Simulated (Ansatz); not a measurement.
**CH5FSSn: up Jacob's ladder to CCSD(T)**

One table from this session's results is given with a row withheld; the runs are named, their logs left out.

Method: functionals in def2-TZVPP, the program's frozen cores in correlated methods; program: Ansatz 0.2.0, Gaussian basis.

Levels to be run: PBE-D4, r2SCAN-D4, PBE0-D4, B3LYP-D4, ωB97X-V, ωB97M-V, B2PLYP; CCSD(T)/def2-TZVPP; CCSD(T)/def2-QZVPP; extrapolation to the limit.

## The relaxed structure

All runs share one geometry, relaxed beforehand with PBE0-D4 in a triple-zeta def2 set. Sn takes the def2 core potential; no spin-orbit term is included.

SMILES `FC[S][SnH3]`, 9 atoms, charge 0, spin multiplicity 1.

Atoms are counted from 1 here; the program's logs count them from 0.

Bond lengths: F1–C2 1.378 Å, C2–S3 1.798 Å, C2–H5 1.092 Å, C2–H6 1.092 Å, S3–Sn4 2.411 Å, Sn4–H7 1.703 Å, Sn4–H8 1.702 Å, Sn4–H9 1.706 Å. Angles: F1–C2–S3 112.7°, F1–C2–H5 108.4°, F1–C2–H6 107.6°, S3–C2–H5 106.6°, S3–C2–H6 111.3°, H5–C2–H6 110.2°, C2–S3–Sn4 98.5°, S3–Sn4–H7 106.0°, S3–Sn4–H8 110.5°, S3–Sn4–H9 106.0°, H7–Sn4–H8 110.9°, H7–Sn4–H9 112.1°, H8–Sn4–H9 111.1°.

Geometry (Å):

```xyz
9
charge 0, multiplicity 1
F    -1.5512    1.2212    0.5998
C    -0.2090    1.5206    0.5143
S     0.8358    0.2084    1.1614
Sn    0.3023   -1.5018   -0.4522
H    -0.0134    2.4051    1.1242
H     0.0178    1.7272   -0.5335
H     1.6128   -2.5885   -0.4332
H    -1.1464   -2.2887   -0.0283
H     0.1513   -0.7036   -1.9525
```

Set-up of the first run:

Input file in.yaml:

```yaml
crystal:
  periodic: [false, false, false]
  atoms:
    - {symbol: F, position_ang: [-1.551242, 1.221243, 0.599797]}
    - {symbol: C, position_ang: [-0.208957, 1.520634, 0.514341]}
    - {symbol: S, position_ang: [0.835752, 0.208365, 1.161404]}
    - {symbol: Sn, position_ang: [0.302304, -1.501773, -0.452160]}
    - {symbol: H, position_ang: [-0.013366, 2.405087, 1.124163]}
    - {symbol: H, position_ang: [0.017758, 1.727162, -0.533507]}
    - {symbol: H, position_ang: [1.612831, -2.588466, -0.433238]}
    - {symbol: H, position_ang: [-1.146385, -2.288707, -0.028270]}
    - {symbol: H, position_ang: [0.151315, -0.703555, -1.952519]}
basis:
  gaussian: {orbitals: def2-TZVPP}
hamiltonian: {xc: pbe, dispersion: d4}
output: {forces: true, orbitals: {seedname: orbitals}}
```

On the command line:

```bash
$ ansatz run in.yaml --threads 2 --pin off --events-out ev --progress --plain --max-ram 22528MiB --backend cpu
```

Steps of the session up to this table: PBE-D4 (GGA); r2SCAN-D4 (meta-GGA); PBE0-D4 (hybrid); B3LYP-D4 (hybrid); ωB97X-V (range-separated); ωB97M-V (range-separated); B2PLYP (double hybrid); CCSD(T) in def2-TZVPP; CCSD(T) in def2-QZVPP.

One table of the session follows, with a row left open; its other results are not shown here.

It belongs to the step «Atomisation energies». 

| method | atomisation energy (eV) |
| --- | --- |
| PBE-D4 | 28.285 |
| r2SCAN-D4 | 27.915 |
| PBE0-D4 | 27.759 |
| B3LYP-D4 | ? |
| ωB97X-V | 28.135 |
| ωB97M-V | 27.961 |
| B2PLYP | 27.348 |
| HF/def2-TZVPP | 19.482 |
| MP2/def2-TZVPP | 27.266 |
| CCSD/def2-TZVPP | 26.722 |
| CCSD(T)/def2-TZVPP | 27.196 |
| MP2/CBS | 28.090 |
| CCSD(T)/CBS | 28.020 |

**Question.** Estimate the row for B3LYP-D4.

**Answer.** atomisation energy (eV): 27.723. In the column «atomisation energy (eV)» it lies between B2PLYP (27.348) and PBE0-D4 (27.759).

To keep in mind: Free atoms (1 F, 1 C, 1 S, 1 Sn, 5 H) were run apart at each level; the atomisation energy is their sum less the molecule, without zero-point or spin-orbit terms.
